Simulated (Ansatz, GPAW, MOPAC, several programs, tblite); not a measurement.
**RuFI (Janus 2H monolayer) from semi-empirical methods to plane-wave DFT**

RuFI (Janus 2H monolayer), relaxed with r2SCAN in Ansatz, was computed with several methods. The sheet's in-plane cell has a = 3.637 Å, b = 3.637 Å (γ = 120.0°), and its outermost atoms lie 2.68 Å apart along the normal. Ru is surrounded by 3 F at 2.48 Å and 3 I at 2.50 Å; F is surrounded by 3 Ru at 2.48 Å; I is surrounded by 3 Ru at 2.50 Å. Computed, not measured; no magnetism was allowed, and whether the structure is a known phase isn't checked.

```yaml
crystal:
  lattice:
    - [3.63677, 0.00000, 0.00000]
    - [-1.81839, 3.14954, 0.00000]
    - [0.00000, 0.00000, 30.00730]
  atoms:
    - { symbol: Ru, position: [0.33333, 0.66667, 0.30020] }
    - { symbol: F, position: [0.66667, 0.33333, 0.34445] }
    - { symbol: I, position: [0.66667, 0.33333, 0.25513] }
```
The sheet repeats along a and b alone.

Gaps and times are for a single point on this cell. Times are rough, from shared hosts (Arm Neoverse V1), and each method has its own mesh and cell size. PM7 (MOPAC) and PM6 (MOPAC): levels, charges or heat of formation failed a check of plausibility, so no values are given. PM6 (MOPAC), PM7 (MOPAC), GFN1-xTB (tblite), GFN2-xTB (tblite) treat a cluster of cells at its zone centre, which samples few k points: where these miss a band edge, the gap comes out too large for that reason alone. Gaps from k meshes are read at a limited set of points (mesh, symmetry points, PBE's band edges), so each method's own least gap may be somewhat smaller. xTB and the PM methods were fitted mostly to molecules, and can miss a solid's gap by electronvolts. Minimal bases can be far off for gaps. GLLB-SC's gap includes the derivative discontinuity. d marks a direct gap, i an indirect one (no mark: not told apart), a dash a value that wasn't computed or didn't pass its checks.

| method | kind | gap (eV) | atoms computed | processor time |
| --- | --- | --- | --- | --- |
| GFN1-xTB (tblite) | tight binding | 0.59 | 27 | 1.1 s |
| GFN2-xTB (tblite) | tight binding | 0.64 | 27 | 1.2 s |
| light PBE (260 eV and a coarse mesh) | light plane-wave | 0.81 i | 3 | 6.2 s |
| PM7 (MOPAC) | semi-empirical | – | 27 | 12 s |
| PBE/single zeta (GPAW) | small basis | 0.77 i | 3 | 13 s |
| PBE | semilocal | 0.83 i | 3 | 23 s |
| r2SCAN | semilocal | 1.10 i | 3 | 53 s |
| PM6 (MOPAC) | semi-empirical | – | 27 | 92 s |
| GLLB-SC (GPAW) | model potential | 1.96 | 3 | 2.3 min |

Against r2SCAN (1.10 eV) and with closed or daggered gaps left aside, the nearest gap at the points sampled is that of PBE (-0.27 eV) and the farthest that of GLLB-SC (GPAW) (+0.86 eV). r2SCAN is only a yardstick of convenience: semilocal gaps usually lie below measured ones, which GLLB-SC and hybrids aim to mend.

No spin-orbit coupling is included; it can move band edges with weight on the heavy atoms by tenths of an eV.
